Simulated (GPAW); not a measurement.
Write an ASE script for GPAW 26.7.0 that does the following.

```
Task                : relaxation of cell and atoms
Functional          : PBEsol
Dispersion          : D3(BJ)+ATM
Potentials or basis : PAW data sets generated in the run's folder for this functional
Cutoff              : 600 eV
Basis               : pw
k mesh              : 8 × 8 × 8
Occupations         : fermi-dirac, width 0.05 eV
Spin                : no spin polarisation
Maxiter             : 150
Optimizer           : BFGS
Fmax                : 0.02 eV/Å
Max steps           : 60
Convergence         : density=1e-05 forces=0.0001
```

GaGe:

```
CELL_PARAMETERS angstrom
0.00000 2.89784 2.89784
2.89784 0.00000 2.89784
2.89784 2.89784 0.00000
ATOMIC_POSITIONS crystal
Ge 0.00000 0.00000 0.00000
Ga 0.25000 0.25000 0.25000
```

The cell comes from a database or a generator and needn't be the stable form of this composition.

One way to write it, as run:

run.py

```python
from ase import Atoms
from ase.calculators.mixing import SumCalculator
from ase.filters import FrechetCellFilter
from ase.io import write
from ase.optimize import BFGS
from dftd3.ase import DFTD3
from gpaw import GPAW, PW, setup_paths

setup_paths.insert(0, '.')

atoms = Atoms(['Ge', 'Ga'],
              cell=[[0.0, 2.897844, 2.897844],
                    [2.897844, 0.0, 2.897844],
                    [2.897844, 2.897844, 0.0]],
              scaled_positions=[[0.0, 0.0, 0.0],
                                [0.25, 0.25, 0.25]],
              pbc=True)

calc = GPAW(mode=PW(600),
            xc='PBEsol',
            kpts={'size': (8, 8, 8), 'gamma': True},
            occupations={'name': 'fermi-dirac', 'width': 0.05},
            nbands=11,
            convergence={'density': 1e-05, 'forces': 0.0001},
            maxiter=150,
            txt='gpaw.txt')
atoms.calc = SumCalculator([calc, DFTD3(damping='d3bj', params_tweaks=dict(method='pbesol', atm=True))])
opt = BFGS(FrechetCellFilter(atoms), trajectory='relax.traj', logfile='-')
done = opt.run(fmax=0.02, steps=60)
calc.write('gs.gpw')
write('result.traj', atoms)
print('Converged:', done)
print('Cell:', atoms.cell.cellpar().round(4))
print('Volume:', round(atoms.get_volume(), 4))
print(atoms.get_scaled_positions().round(5))
```

Potentials or basis: PAW data sets generated in the run's folder for this functional, pw.

Launch:

```bash
$ gpaw-setup -f PBEsol Ga Ge
$ OMP_NUM_THREADS=1 python run.py
```

Results of the run:

```yaml
Relaxed_volume: 22.92 Å³/atom
Relaxed_cell: a = 4.017 Å, b = 4.017 Å, c = 4.017 Å, α = 60.00°, β = 60.00°, γ = 60.00°
Space_group_after_relaxing_to_0.05_Å: F-43m (No. 216)
Energy_gained_by_relaxing: 14.6 meV/atom
Ionic_steps: 4
Pressure_after_relaxing: 0.0 GPa
Band_gap_on_the_k_mesh: none (metal or under the smearing width)
Dispersion_energy_per_atom: -0.245 eV
```

Caveat: later steps reuse the first step's grids; pairwise dispersion overbinds metals, which lowers pressure and volume.

Run time: 32 s on 1 thread of Arm Neoverse V2, with other jobs on the host, peak memory 0.19 GiB.
